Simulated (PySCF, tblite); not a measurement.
# C4H7BrSSi2: geometry, infrared bands and NMR shifts

Wanted: the infrared bands and NMR shifts of C4H7BrSSi2 (`C#C[SiH2]S[Si@H](Br)C=C`), by calculation.

Programs: tblite 0.8.0 and PySCF 2.14.0, with density-fitted response routines of our own. Each step states its level of theory. These are calculated values for one molecule in the gas phase, unless marked as measured. Atoms count from 0, in the outputs and in this text.

## 1. Starting geometry

15 atoms, charge 0, multiplicity 1; geometry from: force field or distance geometry start.

Bonds of the start (Å): C0–C1 1.23, C1–Si2 1.81, Si2–S3 2.16, S3–Si4 2.17, Si4–Br5 2.28, Si4–C6 1.85, C6–C7 1.32, C0–H8 1.07, Si2–H9 1.49, Si2–H10 1.46, Si4–H11 1.46, C6–H12 1.09, C7–H13 1.10, C7–H14 1.10.

## 2. Geometry optimisation with GFN2-xTB

The job: settings as JSON, then the geometry in Å.

```
{"job": {"kind": "relax", "xc": "GFN2-xTB", "basis": "xTB"}, "charge": 0, "multiplicity": 1}
C      3.391900    -0.590000     0.632600
C      2.688200     0.372000     0.331600
Si     1.647900     1.792400    -0.072300
S     -0.349500     1.426600     0.676900
Si    -0.642800    -0.715600     0.455100
Br     0.940700    -1.491900    -0.986300
C     -2.291900    -1.085800    -0.289500
C     -3.095900    -0.120400    -0.707800
H      3.982400    -1.443600     0.894500
H      1.491600     1.894300    -1.547300
H      2.179100     3.030900     0.481700
H     -0.488600    -1.440700     1.713000
H     -2.577500    -2.134400    -0.342800
H     -4.057400    -0.433600    -1.135800
H     -2.822500     0.947900    -0.642500
```

Started as:

```
> OMP_NUM_THREADS=1 python probes_run.py task.json out
```

This one command runs all jobs of the session in turn.

**Question.** This job is followed by: GFN2-xTB harmonic vibrations, gas phase; GIAO PBE0/pcSseg-1 NMR shielding, non-relativistic, gas phase. Predict these results of the whole session: strongest single infrared mode (GFN2-xTB); zero-point energy (GFN2-xTB); 13C shifts against TMS (PBE0/pcSseg-1); 1H shifts against TMS (PBE0/pcSseg-1); 29Si shifts against TMS (PBE0/pcSseg-1); 33S shifts against CS2 (PBE0/pcSseg-1); 79Br shifts against HBr (PBE0/pcSseg-1).

The runs gave:

| quantity | value |
| --- | --- |
| strongest single infrared mode (GFN2-xTB) | 723 cm⁻¹, 396 km/mol |
| zero-point energy (GFN2-xTB) | 55.8 kcal/mol |
| 13C shifts against TMS (PBE0/pcSseg-1) | 145.7, 140.6, 108.3, 83.8 ppm |
| 1H shifts against TMS (PBE0/pcSseg-1) | 6.65, 6.57, 6.50, 6.34, 5.36, 5.13, 2.27 ppm |
| 29Si shifts against TMS (PBE0/pcSseg-1) | 12.2, -57.3 ppm |
| 33S shifts against CS2 (PBE0/pcSseg-1) | -232 ppm |
| 79Br shifts against HBr (PBE0/pcSseg-1) | 46 ppm |

**Reading.** Over 152 steps the energy fell by 0.524 eV; of the close pairs, Si4–Br5 changed most, 2.278 to 2.235 Å. No mode is imaginary among the 39: a minimum at this level. The strongest single mode, at 723 cm⁻¹, has its largest shares on Si2, H10 and H9 (the list is cut at 3 atoms). Unscaled tight-binding wavenumbers are off by several per cent, some by more. Its intensities can rank the bands wrongly. The most deshielded carbon is C7 (terminal =CH2 carbon), at 145.7 ppm: an sp2 carbon of a C=C bond. At PBE0/pcSseg-1: Shielding is most anisotropic at Br5 (span 414 ppm, paramagnetic term -552 ppm). Spin-orbit coupling is left out, which matters for shieldings and couplings at and beside the heavy atoms.
